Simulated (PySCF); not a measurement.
# How the numerical set-up moves the result for Te⁺ (quartet)

The method stays; parts of the set-up, such as the basis or the Hamiltonian, are changed.

The runs use PySCF 2.14.0; method and basis as typed in the scripts.

4 further runs of the same task are left out: 1 for a known fault of the program, 3 that didn't finish.

### 1 The atom

Te⁺ (quartet): 1 atom, charge 1, spin multiplicity 4.

### 2 Base script

Contents of input.py:

```python
from pyscf import gto, dft, tdscf

mol = gto.M(
    atom='Te 0 0 0',
    basis='jorge-dzp',
    charge=1,
    spin=3,
    symmetry=True,
    verbose=4,
)
mf = dft.UKS(mol, xc='revpbe')
mf.kernel()
td = tdscf.TDA(mf)
td.nstates = 5
td.kernel()
td.analyze()
mf.dip_moment()
print('orbital energies (hartree):', [e[max(0, n-3):n+3].round(4) for e, n in zip(mf.mo_energy, mol.nelec)])
```

Command:

```console
> OMP_NUM_THREADS=1 python input.py
```

Its log is not repeated here.

In short: E(SCF) = -6607.943902 Eh, 6 cycles, ⟨S²⟩ = 3.751, excitations 10.61, 10.61, 10.61, 12.84, 12.84 eV.

No relativity is included for the heavy element. The quartet is typed in the script; nothing here shows that it is the ground state.

### 3 Def2-svp (core potential on)

Variant 1 changes basis set: jorge-dzp → def2-svp; core potential: off → on. The core potential changes with it: totals don't compare.

Contents of input.py:

```python
from pyscf import gto, dft, tdscf

mol = gto.M(
    atom='Te 0 0 0',
    basis='def2-svp',
    ecp={'Te': 'def2-svp'},
    charge=1,
    spin=3,
    symmetry=True,
    verbose=4,
)
mf = dft.UKS(mol, xc='revpbe')
mf.kernel()
td = tdscf.TDA(mf)
td.nstates = 5
td.kernel()
td.analyze(verbose=3)
mf.dip_moment()
print('orbital energies (hartree):', [e[max(0, n-3):n+3].round(4) for e, n in zip(mf.mo_energy, mol.nelec)])
```

Command:

```console
> OMP_NUM_THREADS=1 python input.py
```

### 4 Spin-free X2C on

Variant 2 changes spin-free X2C: off → on.

Changes to input.py since step 2:

```diff
@@ -11,2 +11,3 @@
 mf = dft.UKS(mol, xc='revpbe')
+mf = mf.sfx2c1e()
 mf.kernel()
```

### 5 Def2-tzvpp (core potential on)

Variant 3 changes basis set: jorge-dzp → def2-tzvpp; core potential: off → on. The core potential changes with it: totals don't compare.

Changes to input.py since step 2:

```diff
@@ -4,3 +4,4 @@
     atom='Te 0 0 0',
-    basis='jorge-dzp',
+    basis='def2-tzvpp',
+    ecp={'Te': 'def2-tzvpp'},
     charge=1,
@@ -15,3 +16,3 @@
 td.kernel()
-td.analyze()
+td.analyze(verbose=3)
 mf.dip_moment()
```

### 6 X2c-svpall (X2C on)

Variant 4 changes basis set: jorge-dzp → x2c-svpall; spin-free X2C: off → on.

Changes to input.py since step 2:

```diff
@@ -4,3 +4,3 @@
     atom='Te 0 0 0',
-    basis='jorge-dzp',
+    basis='x2c-svpall',
     charge=1,
@@ -11,2 +11,3 @@
 mf = dft.UKS(mol, xc='revpbe')
+mf = mf.sfx2c1e()
 mf.kernel()
```

### 7 Density fitting weigend

Variant 5 changes density fitting: none → weigend.

Changes to input.py since step 2:

```diff
@@ -11,2 +11,3 @@
 mf = dft.UKS(mol, xc='revpbe')
+mf = mf.density_fit(auxbasis='weigend')
 mf.kernel()
```

Before running it: what results should come out? Wanted: for each run, E(SCF); from base; gap, α spin; after the SCF.

As calculated:

```
                                  run  E(SCF) (hartree)  from base (eV)  cycles  gap, α spin (eV)  functions               after the SCF
                                 base      -6607.943902               0       6             12.97         48  lowest root found 10.61 eV
         def2-svp (core potential on)       -267.704902  not comparable       7             12.33         26   lowest root found 9.81 eV
                     spin-free X2C on      -6759.392745      -4121.1329       6             12.31         48  lowest root found 11.77 eV
       def2-tzvpp (core potential on)       -267.712404  not comparable       7             11.60         50   lowest root found 9.49 eV
                  x2c-svpall (X2C on)      -6792.617600  not comparable       6             11.76         36   lowest root found 9.72 eV
density fitting weigend (poor choice)      -6761.166706  not comparable       5             12.60         48  lowest root found 10.90 eV
```

Scalar relativity lowers the total energy by 4121.13 eV, nearly all of it in the inner shells; a basis contracted without relativity catches only part of it. Rows marked «poor choice» come from settings spoiled on purpose.
